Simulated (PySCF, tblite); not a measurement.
# C6H8GeN radical: geometry, infrared bands and EPR parameters

Aim: predict the infrared bands and EPR parameters of C6H8GeN radical (`C=N/C=[C]1/C=[CH][Ge]1[CH3]`).

Programs: tblite 0.8.0 and PySCF 2.14.0, with density-fitted response routines of our own. Each step states its level of theory. These are calculated values for one molecule in the gas phase, unless marked as measured. Atoms count from 0, in the outputs and in this text.

### 1 The starting structure

16 atoms, charge 0, multiplicity 2; geometry from: force field or distance geometry start.

Bonds of the start (Å): C0–N1 1.28, N1–C2 1.45, C2–C3 1.33, C3–C4 1.46, C4–C5 1.32, C5–Ge6 1.90, Ge6–C7 1.95, Ge6–C3 1.88, C0–H8 1.10, C0–H9 1.08, C2–H10 1.07, C4–H11 1.09, C5–H12 1.10, C7–H13 1.12, C7–H14 1.12, C7–H15 1.13.

### 2 Optimising the geometry with GFN2-xTB

Job settings and geometry (Å):

```
{"job": {"kind": "relax", "xc": "GFN2-xTB", "basis": "xTB"}, "charge": 0, "multiplicity": 2}
C      2.833900     0.871200    -1.267900
N      1.713100     0.806000    -0.655400
C      1.380700    -0.477800    -0.065700
C      0.093900    -0.770000     0.126600
C     -0.541600    -1.952800     0.690800
C     -1.796100    -1.564800     0.582000
Ge    -1.514500     0.150300    -0.181900
C     -1.951800     1.590700     1.055800
H      3.102800     1.841600    -1.709400
H      3.519500     0.051100    -1.390100
H      2.188300    -1.134600     0.170800
H     -0.119800    -2.885100     1.067700
H     -2.715100    -2.085000     0.874400
H     -2.036100     1.172200     2.092100
H     -1.186000     2.405300     1.039200
H     -2.978800     1.990300     0.827100
```

Started as:

```
> OMP_NUM_THREADS=1 python probes_run.py task.json out
```

This one command runs all jobs of the session in turn.

**Question.** This job is followed by: GFN2-xTB harmonic vibrations, gas phase; UKS B3LYP, def2-TZVP-core on Ge, pcH-1 on C H N, non-relativistic, mean-field spin-orbit, GIAO. Predict these results of the whole session: strongest single infrared mode (GFN2-xTB); zero-point energy (GFN2-xTB); g(iso) (B3LYP); ⟨S²⟩; largest a(iso) (averaged by class); potential on the surface of density 0.002 e/bohr³, 1st and 99th percentile.

As calculated:

```
                                                                  quantity                    value
                                 strongest single infrared mode (GFN2-xTB)    2873 cm⁻¹, 154 km/mol
                                              zero-point energy (GFN2-xTB)            72.3 kcal/mol
                                                            g(iso) (B3LYP)                  2.00710
                                                                      ⟨S²⟩       0.752 (exact 0.75)
                                        largest a(iso) (averaged by class)  73Ge on Ge6, -212.2 MHz
potential on the surface of density 0.002 e/bohr³, 1st and 99th percentile       -1.38 V and 0.83 V
```

In words: Over 98 steps the energy fell by 0.867 eV; of the close pairs, C3–Ge6 changed most, 1.879 to 2.039 Å. No mode is imaginary among the 42: a minimum at this level. The strongest single mode, at 2873 cm⁻¹, moves mainly H9. Unscaled tight-binding wavenumbers are off by several per cent, some by more. Its intensities can rank the bands wrongly. Ge6 carries the largest spin population, 0.67 e. The isotropic g lies 4.8 ppt above the free-electron value. The hyperfine terms hold no scalar relativity, which the heavier nuclei need. The conformer search found further structures of the same energy, which may be mirror or relabelled copies of this one.
